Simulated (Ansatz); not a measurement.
# Zn23CrS24 (Wurtzite-6H): the cost of one run

Computed with Ansatz 0.2.0 (DFT, PBE, plane-wave PAW, default files, scalar-relativistic, as far as a step names no other, unless a step's input says otherwise).

The COD entry's cell or inner coordinates are ideal or old and differ from later refinements, so a difference from it is no clean test against experiment.

### 1 The starting structure

The structure is trigonal, space group P3m1 (No. 156). The conventional cell has a = 7.624 Å, b = 7.624 Å, c = 18.690 Å, α = 90.00°, β = 90.00°, γ = 120.00°. Zn (site symmetry m) has 4 S at 2.33 to 2.34 Å in its first shell of neighbours. Around Zn (site symmetry 3m) lie 4 S at 2.33 to 2.34 Å. Only part of the 24 independent sites is listed.

Coordinates:

```
CELL_PARAMETERS angstrom
7.62400 0.00000 0.00000
-3.81200 6.60258 0.00000
0.00000 0.00000 18.68999
ATOMIC_POSITIONS crystal
Zn 0.00000 0.00000 0.00000
Zn 0.00000 0.50000 0.00000
Zn 0.50000 0.00000 0.00000
Zn 0.50000 0.50000 0.00000
Zn 0.00000 0.00000 0.50000
Zn 0.00000 0.50000 0.50000
Zn 0.50000 0.00000 0.50000
Zn 0.50000 0.50000 0.50000
Zn 0.16667 0.33333 0.16667
Zn 0.16667 0.83333 0.16667
Zn 0.66667 0.33333 0.16667
Zn 0.66667 0.83333 0.16667
Zn 0.33333 0.16667 0.66667
Zn 0.33333 0.66667 0.66667
Zn 0.83333 0.16667 0.66667
Zn 0.83333 0.66667 0.66667
Cr 0.33333 0.16667 0.33333
Zn 0.33333 0.66667 0.33333
Zn 0.83333 0.16667 0.33333
Zn 0.83333 0.66667 0.33333
Zn 0.16667 0.33333 0.83333
Zn 0.16667 0.83333 0.83333
Zn 0.66667 0.33333 0.83333
Zn 0.66667 0.83333 0.83333
S 0.00000 0.00000 0.12500
S 0.00000 0.50000 0.12500
S 0.50000 0.00000 0.12500
S 0.50000 0.50000 0.12500
S 0.00000 0.00000 0.62500
S 0.00000 0.50000 0.62500
S 0.50000 0.00000 0.62500
S 0.50000 0.50000 0.62500
S 0.16667 0.33333 0.29167
S 0.16667 0.83333 0.29167
S 0.66667 0.33333 0.29167
S 0.66667 0.83333 0.29167
S 0.33333 0.16667 0.79167
S 0.33333 0.66667 0.79167
S 0.83333 0.16667 0.79167
S 0.83333 0.66667 0.79167
S 0.33333 0.16667 0.45833
S 0.33333 0.66667 0.45833
S 0.83333 0.16667 0.45833
S 0.83333 0.66667 0.45833
S 0.16667 0.33333 0.95833
S 0.16667 0.83333 0.95833
S 0.66667 0.33333 0.95833
S 0.66667 0.83333 0.95833
```

Atom 17 of the input is the impurity.

### 2 Single point at the given positions

input.yaml reads:

```yaml
crystal:
  lattice:
    - [7.624, 0.0, 0.0]
    - [-3.812, 6.6025776784, 0.0]
    - [0.0, 0.0, 18.68999]
  atoms:
    - { symbol: Zn, position: [0.0, 0.0, 0.0] }
    - { symbol: Zn, position: [0.0, 0.5, 0.0] }
    - { symbol: Zn, position: [0.5, 0.0, 0.0] }
    - { symbol: Zn, position: [0.5, 0.5, 0.0] }
    - { symbol: Zn, position: [0.0, 0.0, 0.5] }
    - { symbol: Zn, position: [0.0, 0.5, 0.5] }
    - { symbol: Zn, position: [0.5, 0.0, 0.5] }
    - { symbol: Zn, position: [0.5, 0.5, 0.5] }
    - { symbol: Zn, position: [0.1666666666, 0.3333333334, 0.16667] }
    - { symbol: Zn, position: [0.1666666666, 0.8333333334, 0.16667] }
    - { symbol: Zn, position: [0.6666666666, 0.3333333334, 0.16667] }
    - { symbol: Zn, position: [0.6666666666, 0.8333333334, 0.16667] }
    - { symbol: Zn, position: [0.3333333334, 0.1666666666, 0.66667] }
    - { symbol: Zn, position: [0.3333333334, 0.6666666666, 0.66667] }
    - { symbol: Zn, position: [0.8333333334, 0.1666666666, 0.66667] }
    - { symbol: Zn, position: [0.8333333334, 0.6666666666, 0.66667] }
    - { symbol: Cr, position: [0.3333333334, 0.1666666666, 0.33333], spin: 3.0 }
    - { symbol: Zn, position: [0.3333333334, 0.6666666666, 0.33333] }
    - { symbol: Zn, position: [0.8333333334, 0.1666666666, 0.33333] }
    - { symbol: Zn, position: [0.8333333334, 0.6666666666, 0.33333] }
    - { symbol: Zn, position: [0.1666666666, 0.3333333334, 0.83333] }
    - { symbol: Zn, position: [0.1666666666, 0.8333333334, 0.83333] }
    - { symbol: Zn, position: [0.6666666666, 0.3333333334, 0.83333] }
    - { symbol: Zn, position: [0.6666666666, 0.8333333334, 0.83333] }
    - { symbol: S, position: [0.0, 0.0, 0.125] }
    - { symbol: S, position: [0.0, 0.5, 0.125] }
    - { symbol: S, position: [0.5, 0.0, 0.125] }
    - { symbol: S, position: [0.5, 0.5, 0.125] }
    - { symbol: S, position: [0.0, 0.0, 0.625] }
    - { symbol: S, position: [0.0, 0.5, 0.625] }
    - { symbol: S, position: [0.5, 0.0, 0.625] }
    - { symbol: S, position: [0.5, 0.5, 0.625] }
    - { symbol: S, position: [0.1666666666, 0.3333333334, 0.29167] }
    - { symbol: S, position: [0.1666666666, 0.8333333334, 0.29167] }
    - { symbol: S, position: [0.6666666666, 0.3333333334, 0.29167] }
    - { symbol: S, position: [0.6666666666, 0.8333333334, 0.29167] }
    - { symbol: S, position: [0.3333333334, 0.1666666666, 0.79167] }
    - { symbol: S, position: [0.3333333334, 0.6666666666, 0.79167] }
    - { symbol: S, position: [0.8333333334, 0.1666666666, 0.79167] }
    - { symbol: S, position: [0.8333333334, 0.6666666666, 0.79167] }
    - { symbol: S, position: [0.3333333334, 0.1666666666, 0.45833] }
    - { symbol: S, position: [0.3333333334, 0.6666666666, 0.45833] }
    - { symbol: S, position: [0.8333333334, 0.1666666666, 0.45833] }
    - { symbol: S, position: [0.8333333334, 0.6666666666, 0.45833] }
    - { symbol: S, position: [0.1666666666, 0.3333333334, 0.95833] }
    - { symbol: S, position: [0.1666666666, 0.8333333334, 0.95833] }
    - { symbol: S, position: [0.6666666666, 0.3333333334, 0.95833] }
    - { symbol: S, position: [0.6666666666, 0.8333333334, 0.95833] }
magnetization:
  spin_polarized: true
total_charge: 1
kpoints:
  mp_grid: { grid: [3, 3, 1] }
scf:
  occupations: { method: fermi_dirac, width: 0.01 }
hamiltonian:
  xc: pbe
  pseudopotentials: { kind: paw }
output:
  forces: true
  stress: true
  populations: true
  efg:
    quadrupole_moments_barn: { Zn: 0.122, Cr: -0.15, S: -0.0694 }
    contact_densities: true
```

Command:

```sh
$ ansatz run input.yaml --threads 4 --pin off --max-ram 8192MiB --backend cpu --events-out ev --progress --plain --runs-dir out
```

What time and memory should one allow on 4 threads of Arm Neoverse V2, shared host?

About 2 min, with a peak of 5 GiB.
